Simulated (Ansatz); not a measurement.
# BSiGeH (triplet): from Hartree-Fock to the top rungs, cc-pVDZ

An exercise on one series of results from a longer session: the logs are not shown, and one member is left open.

The runs use Ansatz 0.2.0, Gaussian basis; cc-pVDZ, core rule «outside noble gas», up to 20 orbitals frozen.

The runs, in order: UHF; CCSD(T) on ROHF; CCSD(T) on UHF; BCCD(T) on ROHF; CISD; CCSDT(Q) on ROHF; CCSDT(Q) on UHF; CASSCF and NEVPT2, 10 electrons in 10 orbitals.

21 further runs of the same task are left out: 9 that didn't finish, 12 set aside as unsound or not needed.

## The system

The geometry is a PBE0/def2-TZVP stationary point (not a proven minimum). No spin-orbit coupling is included. The filled d shell of Ge may be among the frozen orbitals whatever the setting's name suggests; the logs give the count.

4 atoms, charge 0, spin multiplicity 3.

Atoms are counted from 1 here; the program's logs count them from 0.

Bond lengths: B1–Si2 1.918 Å, B1–Ge3 2.013 Å, Si2–Ge3 2.529 Å, Si2–H4 1.633 Å, Ge3–H4 1.770 Å. Angles: Si2–B1–Ge3 80.1°, B1–Si2–Ge3 51.6°, B1–Si2–H4 95.7°, Ge3–Si2–H4 44.1°, B1–Ge3–Si2 48.3°, B1–Ge3–H4 88.3°, Si2–Ge3–H4 40.0°, Si2–H4–Ge3 95.9°.

Set-up of the first run:

File in.yaml:

```yaml
crystal:
  periodic: [false, false, false]
  atoms:
    - {symbol: B, position_ang: [0.000000, 1.332119, 0.648825]}
    - {symbol: Si, position_ang: [0.000000, -0.240648, 1.745819]}
    - {symbol: Ge, position_ang: [0.000000, -0.087114, -0.778595]}
    - {symbol: H, position_ang: [0.000000, -1.304472, 0.506468]}
basis:
  gaussian: {orbitals: cc-pVDZ}
magnetization: {spin_polarized: true, initial_magnetization: 2}
hamiltonian: {xc: hf}
output: {orbitals: {seedname: orbitals}}
```

Launch:

```console
> ansatz run in.yaml --threads 1 --pin off --events-out ev --progress --plain --max-ram 2393MiB
```

Steps of the session up to this table: UHF; CCSD(T) on ROHF; CCSD(T) on UHF; BCCD(T) on ROHF; CISD; CCSDT(Q) on ROHF; CCSDT(Q) on UHF; CASSCF and NEVPT2, 10 electrons in 10 orbitals.

One of the session's tables, all rows but one given; the rest of the session is left out.

| method | from UCCSDT(Q) (meV) |
| --- | --- |
| ROHF | +7869.6 |
| UHF | +7625.5 |
| RMP2 | +1357.5 |
| UMP2 | +1441.9 |
| CISD | +1368.3 |
| RCCSD | ? |
| UCCSD | +539.3 |
| RCCSD(T) | +90.2 |
| UCCSD(T) | +94.0 |
| BCCD(T) | +85.2 |
| RCCSDT | +48.1 |
| UCCSDT | +45.2 |
| RCCSDT(Q) | +3.6 |
| UCCSDT(Q) | 0 |
| CASSCF frontier | +5586.6 |
| NEVPT2 frontier | +1327.3 |

Q: Estimate the row for RCCSD from the others.

The run gave: from UCCSDT(Q) (meV): +550.3. In the column «from UCCSDT(Q) (meV)» it lies between UCCSD (+539.3) and NEVPT2 frontier (+1327.3).

With the free atoms at the same levels and basis (separate runs), the atomisation energy is 8.475 eV at UCCSDT(Q), 8.425 eV at RCCSD(T), 8.410 eV at UCCSD(T), 5.856 eV at ROHF.

Limits of these values: Restricted and unrestricted rows rest on different reference determinants; where their highest levels disagree by more than a few hundredths of an eV, they describe different states and don't form one ladder.
